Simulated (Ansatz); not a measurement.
C₃H₅N, SMILES C=C=CN, an atomisation energy

Computed with Ansatz 0.2.0 through its Python package.

The script, `run_tae.py`:
```python
"""Atomisation energy of C3H5N at the given geometry."""

from collections import Counter

import ansatz as az
from rdkit import Chem
from rdkit.Chem import AllChem


def energy_of(molecule, charge=0, unpaired=0):
    calc = (
        molecule.calculation()
        .basis(gaussian="def2-SVPD")
        .functional("PBE", dispersion="d3bj")
    )
    if charge:
        calc = calc.charge(charge)
    if unpaired:
        calc = calc.spin("collinear", total=unpaired)
    return calc.run(threads=1).report["free_energy_ev"]

# a force-field geometry from the SMILES
rd = Chem.AddHs(Chem.MolFromSmiles("C=C=CN"))
AllChem.EmbedMolecule(rd, randomSeed=161)
AllChem.UFFOptimizeMolecule(rd)
geometry = az.Crystal.molecule()
for atom, xyz in zip(rd.GetAtoms(), rd.GetConformer().GetPositions()):
    geometry = geometry.atom(atom.GetSymbol(), xyz.round(5).tolist())

# unpaired electrons of the ground-state atoms
unpaired = {"C": 2, "N": 3, "H": 1}
counts = Counter(site.symbol for site in geometry.cartesian_sites)
atom_energy = {s: energy_of(az.Crystal.molecule().atom(s, (0, 0, 0)), 0, unpaired[s]) for s in counts}
whole = energy_of(geometry, 0, 0)
for s, e in atom_energy.items():
    print(f"{s:2s} x{counts[s]}  {e:14.5f} eV")
print(f"C3H5N: {whole:.5f} eV")
split = sum(counts[s] * e for s, e in atom_energy.items()) - whole
print(f"atomisation energy (no zero-point term): {96.485332 * split:.1f} kJ/mol, {split / sum(counts.values()):.3f} eV an atom")
```

Running `python run_tae.py` prints:
```text
C  x3     -1027.28940 eV
N  x1     -1482.14294 eV
H  x5       -13.56840 eV
C3H5N: -4668.75315 eV
atomisation energy (no zero-point term): 3560.3 kJ/mol, 4.100 eV an atom
```

3560.3 kJ/mol from the electronic energies, without the zero-point term.

Reading the output:
- Total energies depend on the basis set; only differences at equal settings carry meaning.
- The geometry is a force-field or estimated start, not a minimum of this method, and the basis set is short of its limit. All parts are taken at fixed geometry, without zero-point energy.
- This functional overbinds, so such energies come out a few per cent too high (LDA far more).
- Run time: 5 s on 1 thread of AMD EPYC 7B13 (Zen 3), on a shared host, peak memory 0.26 GiB.
